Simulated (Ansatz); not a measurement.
SrSnP, space group P4/nmm, a convergence test of the plane-wave cutoff

Program: Ansatz 0.2.0 through its Python package.

`POSCAR_srsnp`
```text
SrSnP
1.0
   4.38118796    0.00000000    0.00000000
   0.00000000    4.38118796    0.00000000
   0.00000000    0.00000000    8.98224380
Sr Sn P
2 2 2
Direct
   0.00000000    0.50000000    0.66746461
   0.50000000    0.00000000    0.33253539
   0.50000000    0.00000000    0.94736924
   0.00000000    0.50000000    0.05263076
   0.00000000    0.50000000    0.32605664
   0.50000000    0.00000000    0.67394336
```

`srsnp_ecut.py`:
```python
"""Cutoff test for SrSnP."""

import csv

import ansatz as az
from ase.io import read

atoms = read("POSCAR_srsnp", format="vasp")
xtal = az.Crystal.from_ase(atoms)

job = xtal.calculation()
job = job.functional("pbesol").kpoints(6, 6, 3)
job = job.occupations("cold").stress()

rows = []
for value in [300, 375, 450, 525, 600]:
    summary = job.basis(value).run(threads=1, pin="off").report
    rows.append((value, summary["free_energy_ev"] / len(summary["lattice"]["sites"]), summary["n_iterations"], sum(summary["stress_gpa"][i][i] for i in range(3)) / 3, summary["n_pw"]))

with open("ecut.csv", "w", newline="") as handle:
    writer = csv.writer(handle)
    writer.writerow(["cutoff (eV)", "F/atom (eV)", "iterations", "P (GPa)", "plane waves"])
    writer.writerows([round(v, 5) if isinstance(v, float) else v for v in row] for row in rows)

# differences from the last row
for row in rows[:-1]:
    shift = 1000 * (row[1] - rows[-1][1])
    print(f"{row[0]}: {shift:+.2f} meV/atom" + ("  (within 2 meV)" if abs(shift) < 2 else ""))
```

Running `python srsnp_ecut.py` prints:
```text
DeckWarning: basis.ecutwfc = 300 eV is below the records' recommended 420 eV, and the density's cutoff is lower with it unless basis.ecutrho_ratio is high enough to keep the records' density cutoff: compare with a run at a higher cutoff
DeckWarning: basis.ecutwfc = 375 eV is below the records' recommended 420 eV, and the density's cutoff is lower with it unless basis.ecutrho_ratio is high enough to keep the records' density cutoff: compare with a run at a higher cutoff
300: +27.62 meV/atom
375: +1.72 meV/atom  (within 2 meV)
450: +0.34 meV/atom  (within 2 meV)
525: +0.09 meV/atom  (within 2 meV)
```
(Warnings from the package without file and line.)

File `ecut.csv` afterwards:
```csv
cutoff (eV),F/atom (eV),iterations,P (GPa),plane waves
300,-3394.7467,7,-1.48205,2057
375,-3394.7726,8,-1.49616,2813
450,-3394.77398,8,-1.5031,3735
525,-3394.77423,8,-1.50409,4733
600,-3394.77432,8,-1.5043,5747
```

From 375 eV on it stays within 2 meV an atom of the value at 600 eV; the first row (300 eV) is off by 27.6 meV and the last but one by 0.09 meV. The energy falls steadily, as expected when plane waves are added. The pressure moves from -1.48 to -1.50 GPa (the program's stress holds a Pulay correction, so it settles early). The last run costs about 2.4 times the first.

Reading the output:
- For a metal this k-point mesh is coarse: on a finer one energies can move by several to tens of meV an atom and pressures by half a GPa or more, differences at one mesh by less.
- Pressure is positive in compression.
- The structure comes from a database of computed cells and needn't be a stable or known phase.
- Shifts are counted from the last row, which is itself no proven limit.
- Hardware and time: 32 s on 1 thread of Arm Neoverse V2, on a shared host, peak memory 0.64 GiB.
